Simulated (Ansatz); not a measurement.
BFH4OSSi, SMILES FB(S)O[SiH3], a ladder of methods at one geometry

With the Ansatz DFT code, driven from Python.

The cells in order, each with its output:

**Cell 1**
```python
from pathlib import Path

import ansatz as az
import numpy as np
```

**Cell 2**
```python
GEOMETRY = """
F     1.00620   -2.04040   -0.78820
B     0.98680   -0.56430   -0.62370
S     2.42380    0.23850    0.23710
O     0.02500    0.28390   -1.22930
Si   -1.28270    0.40980   -0.05390
H     1.81270    0.19020    1.49940
H    -2.36080    1.22290   -0.57930
H    -1.76580   -0.89570    0.31640
H    -0.75670    1.10880    1.20450
"""
```

**Cell 3**
```python
molecule = az.Crystal.molecule()
for line in GEOMETRY.strip().splitlines():
    symbol, *xyz = line.split()
    molecule = molecule.atom(symbol, [float(v) for v in xyz])
```

**Cell 4**
```python
base = molecule.calculation().basis(gaussian="def2-SVP")
```

**Cell 5**
```python
print("functional    E (Ha)        dipole (D)   HOMO (eV)  LUMO (eV)")
for name in ["r2scan0", "revpbe", "r2scan", "pbe", "lda", "cam_b3lyp"]:
    data = base.functional(name).forces().orbitals().run(threads=1, pin="off", runs_dir="runs").report
    lines = Path(data["orbitals_path"]).read_text().splitlines()
    field_of = lambda key: [line.split("=")[1].strip() for line in lines if line.startswith(key)]
    orbitals = [(27.211386 * float(e), s, float(n)) for e, s, n in zip(field_of("Ene="), field_of("Spin="), field_of("Occup="))]
    homo = max(e for e, _, n in orbitals if n > 0.5)
    lumo = min(e for e, _, n in orbitals if n < 0.5)
    dipole = 4.803205 * np.linalg.norm(data["charge_distribution"]["dipole_moment_e_ang"])
    print(f"{name:10s} {data['free_energy_ev'] / 27.211386246:14.6f} {dipole:9.3f} {homo:11.3f} {lumo:10.3f}")
```
Output:
```text
functional    E (Ha)        dipole (D)   HOMO (eV)  LUMO (eV)
r2scan0       -889.567455     2.907      -7.614     -1.333
revpbe        -889.551728     2.593      -5.968     -2.331
r2scan        -889.604526     2.765      -6.380     -2.172
pbe           -889.212106     2.618      -5.998     -2.420
lda           -885.742411     2.738      -6.096     -2.657
cam_b3lyp     -889.701437     2.804      -8.671     -0.223
```

Reading the output:
- Total energies depend on the basis set; only differences at equal settings carry meaning.
- The geometry is a force-field or estimated start, not a minimum of this method, and the basis set is short of its limit. A lower total doesn't mark the better method: functionals have no common bound, and MP2 and coupled cluster aren't variational.
- Levels such as HOMO and LUMO are orbital energies: with these approximate functionals they aren't the ionisation energy and electron affinity, and their gap isn't the fundamental gap.
- Run time: 29 s on 1 thread of Arm Neoverse V1 (shared host), peak memory 0.31 GiB.
